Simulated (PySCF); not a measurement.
The system is OKH, in a box.

```
O K H
1.0
    12.00000    0.00000    0.00000
     0.00000   10.00000    0.00000
     0.00000    0.00000   11.00000
O K H
1 1 1
Direct
  0.45544 0.51236 0.47684
  0.61614 0.47612 0.56923
  0.38603 0.52808 0.43695
```

Program: PySCF 2.14.0. Alike in all runs: task atomic charges; potentials or basis 6-31g* (all-electron); no spin polarisation; cell as given; k mesh 1 × 1 × 1; smearing fixed.

**Question.** Order these runs on this cell by their band gap on the k mesh, lowest first.
A. level OLYP+D3; three-centre integrals read from an earlier run's file; three-body dispersion term no
B. level CAM-B3LYP; exxdiv ewald; three-centre integrals read from an earlier run's file
C. level PBE

**Answer.** A (0.73 eV), C (1.04 eV), B (4.79 eV).

Caveats: this is a molecule in a periodic box at the Γ point, so its band gap is the HOMO-LUMO gap; the basis of atomic orbitals isn't converged, which shifts pressures, moduli and gaps.

